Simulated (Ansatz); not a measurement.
# InSb3: a tetragonal deformation path

One table from this session's results is given with a row withheld; the runs are named, their logs left out.

Program: Ansatz 0.2.0. Level of theory: DFT PBEsol, scalar-relativistic, plane waves, PAW. These are calculated values, not measurements.

1 further run of the same task is left out (set aside as unsound or not needed). Runs told in other sessions of the task aren't counted.

## Starting point

The structure is cubic, space group Pm-3m (No. 221). Conventional cell: a = 4.728 Å, b = 4.728 Å, c = 4.728 Å, α = 90.00°, β = 90.00°, γ = 90.00°. Around In (site symmetry m-3m) lie 12 Sb at 3.34 Å. Sb (site symmetry 4/mmm) is surrounded by 4 In at 3.34 Å and 8 Sb at 3.34 Å.

Coordinates:

```
CELL_PARAMETERS angstrom
4.72824 0.00000 0.00000
0.00000 4.72824 0.00000
0.00000 0.00000 4.72824
ATOMIC_POSITIONS crystal
In 0.00000 0.00000 0.00000
Sb 0.50000 0.00000 0.50000
Sb 0.00000 0.50000 0.50000
Sb 0.50000 0.50000 0.00000
```

It goes back to an entry of the Materials Project, which need not be the stable form.

It is the result of an earlier relaxation at this level (volume 26.43 Å³/atom; gap on the mesh: none (metal)).

The first run:

input.yaml reads:

```yaml
crystal:
  lattice:
    - [4.7282366893, 0.0, 0.0]
    - [0.0, 4.7282366893, 0.0]
    - [0.0, 0.0, 4.7282366893]
  atoms:
    - { symbol: In, position: [0.0, 0.0, 0.0] }
    - { symbol: Sb, position: [0.5, 0.0, 0.5] }
    - { symbol: Sb, position: [0.0, 0.5, 0.5] }
    - { symbol: Sb, position: [0.5, 0.5, 0.0] }
basis:
  ecutwfc: 420
kpoints:
  mp_grid: { grid: [12, 12, 12] }
hamiltonian:
  xc: pbesol
scf:
  occupations: { method: gaussian, width: 0.15 }
output:
  forces: true
  stress: true
  eigenvalues: true
```

On the command line:

```
> ansatz run input.yaml --threads 1 --pin off --max-ram 2560MiB --backend cpu --events-out ev --progress --plain --runs-dir out
```

Among the steps run: The undisturbed cell; ρ = 0.707; At ρ = 1.414; At ρ = 0.850; At ρ = 1.200; Point ρ = 0.780; ρ = 1.300.

One of the session's tables, all rows but one given; the rest of the session is left out.

Collected from the runs (energy zero: the undisturbed cell):

| ρ | ΔE (meV/atom) | pressure (GPa) |
| --- | --- | --- |
| 0.707 | -32.2 | -1.2 |
| 0.780 | -20.9 | -0.8 |
| 0.850 | -7.2 | -0.3 |
| 1.000 | 0.0 | 0.0 |
| 1.200 | ? | ? |
| 1.300 | 20.4 | 1.0 |
| 1.414 | 58.6 | 2.4 |

Q: Estimate the row for ρ = 1.200 from the others.

Worked estimate for «ΔE (meV/atom)». A straight line through the neighbours (1.000, 0.0) and (1.300, 20.4) gives 0.0 + (20.4 − 0.0) × (1.200 − 1.000) / (1.300 − 1.000) = 13.6; a parabola fitted to 4 rows on both sides gives 10.9.

**Answer.** ΔE (meV/atom): 5.3; pressure (GPa): 0.3. In «ΔE (meV/atom)» the line misses by +8.3 and the parabola by +5.6.
